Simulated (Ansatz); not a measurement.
# WSe2: the cost of one run

Program: Ansatz 0.2.0. Level of theory: DFT PBE, scalar-relativistic, plane waves, PAW. These are calculated values, not measurements.

## (1) The starting structure

Symmetry: P6_3/mmc, No. 194, hexagonal system. Conventional cell: a = 3.290 Å, b = 3.290 Å, c = 12.970 Å, α = 90.00°, β = 90.00°, γ = 120.00°. Around W (site symmetry -6m2) lie 6 Se at 2.53 Å. Se (site symmetry 3m) is surrounded by 3 W at 2.53 Å.

Structure file:

```
W Se
1.0
     3.29000    0.00000    0.00000
    -1.64500    2.84922    0.00000
     0.00000    0.00000   12.97000
W Se
2 4
Direct
  0.33333 0.66667 0.25000
  0.66667 0.33333 0.75000
  0.33333 0.66667 0.62100
  0.66667 0.33333 0.12100
  0.33333 0.66667 0.87900
  0.66667 0.33333 0.37900
```

The structure comes from the Crystallography Open Database.

## (2) Self-consistent density

The input, input.yaml:

```yaml
crystal:
  lattice:
    - [3.29, 0.0, 0.0]
    - [-1.645, 2.8492235785, 0.0]
    - [0.0, 0.0, 12.97]
  atoms:
    - { symbol: W, position: [0.3333333333, 0.6666666667, 0.25] }
    - { symbol: W, position: [0.6666666667, 0.3333333333, 0.75] }
    - { symbol: Se, position: [0.3333333333, 0.6666666667, 0.621] }
    - { symbol: Se, position: [0.6666666667, 0.3333333333, 0.121] }
    - { symbol: Se, position: [0.3333333333, 0.6666666667, 0.879] }
    - { symbol: Se, position: [0.6666666667, 0.3333333333, 0.379] }
basis:
  ecutwfc: 420
  fft_grid_basis: typed
kpoints:
  mp_grid: { grid: [9, 9, 2] }
hamiltonian:
  xc: pbe
scf:
  occupations: { method: gaussian, width: 0.05 }
output:
  forces: true
  stress: true
  eigenvalues: true
  bader: true
  write_density: true
  volumetric_format: npy
  elf: true
```

Started as:

```console
> ansatz run input.yaml --threads 2 --pin off --max-ram 4096MiB --backend cpu --events-out ev --progress --plain --runs-dir out
```

Q: Estimate wall time and peak memory on 2 threads of Intel Xeon Platinum 8488C (Sapphire Rapids), shared host.

About 31 s, with a peak of 0.53 GiB.
